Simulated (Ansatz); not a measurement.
# N: the cost of one run

Program: Ansatz 0.2.0. Level of theory: DFT r2SCAN+D3(BJ), plane waves, PAW, scalar-relativistic, no spin polarisation. These are calculated values, not measurements.

## Step 1: The structure to begin with

The cell holds 12 atoms (N12): a = 7.677 Å, b = 7.677 Å, c = 7.677 Å, α = 90.00°, β = 90.00°, γ = 90.00°.

As a file:

```
CELL_PARAMETERS angstrom
7.67669 0.00000 0.00000
0.00000 7.67669 0.00000
0.00000 0.00000 7.67669
ATOMIC_POSITIONS crystal
N 0.90171 0.73934 0.10116
N 0.89629 0.61002 0.17126
N 0.19565 0.66737 0.76471
N 0.32472 0.60665 0.80105
N 0.87364 0.79252 0.46347
N 0.80732 0.89913 0.38665
N 0.62170 0.15507 0.12650
N 0.73051 0.16347 0.22528
N 0.66587 0.15365 0.78674
N 0.62286 0.12201 0.64957
N 0.29033 0.16875 0.42319
N 0.36657 0.23368 0.31532
```

## Step 2: Relaxing the start

input.yaml reads:

```yaml
accuracy: low
crystal:
  lattice:
    - [7.676693, 0.0, 0.0]
    - [0.0, 7.676693, 0.0]
    - [0.0, 0.0, 7.676693]
  atoms:
    - { symbol: "N", position: [0.9017056, 0.7393365, 0.1011575] }
    - { symbol: "N", position: [0.8962866, 0.6100184, 0.1712588] }
    - { symbol: "N", position: [0.1956465, 0.6673695, 0.7647149] }
    - { symbol: "N", position: [0.3247191, 0.6066522, 0.8010521] }
    - { symbol: "N", position: [0.8736429, 0.7925192, 0.4634749] }
    - { symbol: "N", position: [0.8073242, 0.8991345, 0.3866523] }
    - { symbol: "N", position: [0.6217024, 0.155065, 0.1265036] }
    - { symbol: "N", position: [0.7305106, 0.1634742, 0.2252801] }
    - { symbol: "N", position: [0.665873, 0.1536545, 0.7867411] }
    - { symbol: "N", position: [0.6228598, 0.1220103, 0.6495725] }
    - { symbol: "N", position: [0.2903269, 0.1687462, 0.4231914] }
    - { symbol: "N", position: [0.3665739, 0.2336756, 0.3153151] }
basis:
  ecutwfc: 500.0
kpoints:
  mp_grid: { grid: [1, 1, 1] }
hamiltonian:
  xc: r2scan
  dispersion: d3bj
scf:
  occupations: { method: fermi_dirac, width: 0.05 }
  lower_state_search: "off"
relax:
  f_tol: 0.3
  max_steps: 15
  adjacent_minimum: "off"
```

Launch:

```console
$ ansatz run input.yaml --threads 1 --pin off --max-ram 3072MiB --backend cpu --events-out ev --progress --plain --runs-dir out
```

What time and memory should one allow on 1 thread of Arm Neoverse V1, shared host?

About 3.5 min, with a peak of 0.81 GiB.
